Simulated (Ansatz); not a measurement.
Turn this script for Ansatz 0.2.0 through its Python package into the input file that the command-line program reads.

Script `report.py`:
```python
"""Bonding analysis of ScClO."""

from collections import Counter
from pathlib import Path
import warnings

import ansatz as az
from ase.io.cube import read_cube_data
from ase.units import Bohr
import numpy as np
from pymatgen.core import Structure

warnings.simplefilter("ignore", az.DeckWarning)

lattice = az.Lattice.of(
    (3.57137, 0.0, 0.0),
    (0.0, 3.57137, 0.0),
    (0.0, 0.0, 7.95613),
)
sites = [
    ("Sc", (0.0, 0.5, 0.134563)),
    ("Sc", (0.5, 0.0, 0.865437)),
    ("Cl", (0.0, 0.5, 0.676641)),
    ("Cl", (0.5, 0.0, 0.323359)),
    ("O", (0.5, 0.5, 0.0)),
    ("O", (0.0, 0.0, 0.0)),
]
cell = az.Crystal(lattice=lattice)
for symbol, position in sites:
    cell = cell.atom(symbol, position)

model = (
    cell.calculation()
    .functional(az.Functional.PBESOL)
    .kpoints(6, 6, 2)
    .occupations(az.OccupationsMethod.FIXED)
    .bader_charges()
    .band_table()
    .density()
    .output_files(volumetric_format=["cube", "npy"])
)
out = model.run(threads=1)
rep = out.report

for key in ("converged", "n_iterations", "n_electrons", "n_kpoints", "n_pw", "n_symmetry_ops", "free_energy_ev", "fermi_energy_ev"):
    print(f"{key:18s} {rep[key]}")

charges = out.bader_charges()
for atom in charges.atoms:
    print(f"Bader charge {atom.symbol:2s} {atom.partial_charge_e:+.3f} e")

# direct or indirect, as far as the mesh can tell
levels = np.array(rep["eigenvalues_ev"])
filled = round(rep["n_electrons"] / 2)
top, bottom = levels[:, filled - 1], levels[:, filled]
print("top of band", filled, "at k =", rep["kpoints_frac"][top.argmax()], f"{top.max():.4f} eV")
print("bottom of band", filled + 1, "at k =", rep["kpoints_frac"][bottom.argmin()], f"{bottom.min():.4f} eV")
print(f"gap by band count {bottom.min() - top.max():.3f} eV, least direct gap {(bottom - top).min():.3f} eV")

final = Structure(out.lattice.cell_ang, [s.symbol for s in out.lattice.sites], [s.position_frac for s in out.lattice.sites])
# shortest distances, periodic images included
for index, site in enumerate(final):
    near = final.get_neighbors(site, 4.5)
    edge = 1.15 * min(n.nn_distance for n in near)
    shell = Counter((round(n.nn_distance, 2), n.specie.symbol) for n in near if n.nn_distance < edge)
    print(f"{index:2d} {site.specie.symbol:2s}", ", ".join(f"{count} {symbol} at {d:.2f}" for (d, symbol), count in sorted(shell.items())))

# cube files hold the density in electrons per cubic bohr
folder = Path(out.write_results("cubes"))
print("\n".join((folder / "rho.cube").read_text().splitlines()[: 6 + 6]))
values, cube_atoms = read_cube_data(str(folder / "rho.cube"))
print("electrons from the file:", round(values.mean() * cube_atoms.get_volume() / Bohr ** 3, 3))
```

```console
$ python report.py
converged          True
n_iterations       7
n_electrons        48.0
n_kpoints          20
n_pw               1959
n_symmetry_ops     16
free_energy_ev     -7478.467750695592
fermi_energy_ev    5.462792319753588
Bader charge Sc +2.003 e
Bader charge Sc +2.003 e
Bader charge Cl -0.749 e
Bader charge Cl -0.749 e
Bader charge O  -1.254 e
Bader charge O  -1.254 e
top of band 24 at k = [0.0, 0.0, 0.0] 5.4628 eV
bottom of band 25 at k = [0.3333333333333333, 0.3333333333333333, 0.0] 9.3701 eV
gap by band count 3.907 eV, least direct gap 4.007 eV
 0 Sc 4 O at 2.08
 1 Sc 4 O at 2.08
 2 Cl 4 Sc at 2.94, 4 O at 3.13
 3 Cl 4 Sc at 2.94, 4 O at 3.13
 4 O  4 Sc at 2.08
 5 O  4 Sc at 2.08
ansatz rho
values in e/bohr^3 (x slowest, z fastest)
    6    0.000000    0.000000    0.000000
   24    0.281205    0.000000    0.000000
   24    0.000000    0.281205    0.000000
   54    0.000000    0.000000    0.278424
   21   21.000000    0.000000    3.374456    2.023142
   21   21.000000    3.374456    0.000000   13.011765
   17   17.000000    0.000000    3.374456   10.173234
   17   17.000000    3.374456    0.000000    4.861672
    8    8.000000    3.374456    3.374456    0.000000
    8    8.000000    0.000000    0.000000    0.000000
electrons from the file: 48.0
```

`input.yaml`:
```yaml
crystal:
  lattice:
    - [3.57137, 0.0, 0.0]
    - [0.0, 3.57137, 0.0]
    - [0.0, 0.0, 7.95613]
  atoms:
    - { symbol: Sc, position: [0.0, 0.5, 0.134563] }
    - { symbol: Sc, position: [0.5, 0.0, 0.865437] }
    - { symbol: Cl, position: [0.0, 0.5, 0.676641] }
    - { symbol: Cl, position: [0.5, 0.0, 0.323359] }
    - { symbol: O, position: [0.5, 0.5, 0.0] }
    - { symbol: O, position: [0.0, 0.0, 0.0] }
kpoints:
  mp_grid:
    grid: [6, 6, 2]
hamiltonian:
  xc: pbesol
scf:
  occupations:
    method: fixed
output:
  write_density: true
  volumetric_format: [cube, npy]
  bader: true
  eigenvalues: true
```

Caveats:
- Absolute energies stand on the zero of these potentials, so only differences at equal settings mean something. A total without «per atom» is that of the cell as typed.
- Spin is left out of this run.
- Semilocal gaps usually lie well under measured ones.
- The computed bands are complete only to about 4.7 eV above the Fermi level.
- The Fermi level of a run with fixed occupations marks the highest occupied state on its mesh, not mid-gap.
- The zero of the levels is a convention of the potentials, so an absolute Fermi energy is no work function.
- Densities and potentials on the grid are those of the valence electrons, and inside the cores they hang on the potentials used.
- The structure comes from a database of computed cells and needn't be a stable or known phase.
- Gaps and levels are Kohn-Sham values on a finite set of k-points.
- The whole script took 47 s on 1 thread of Intel(R) Xeon(R) Platinum 8259CL CPU @ 2.50GHz (Skylake/Cascade Lake), on a shared host, peak memory 0.49 GiB.

(Lines on the test bed's own set-up are left out of the output.)
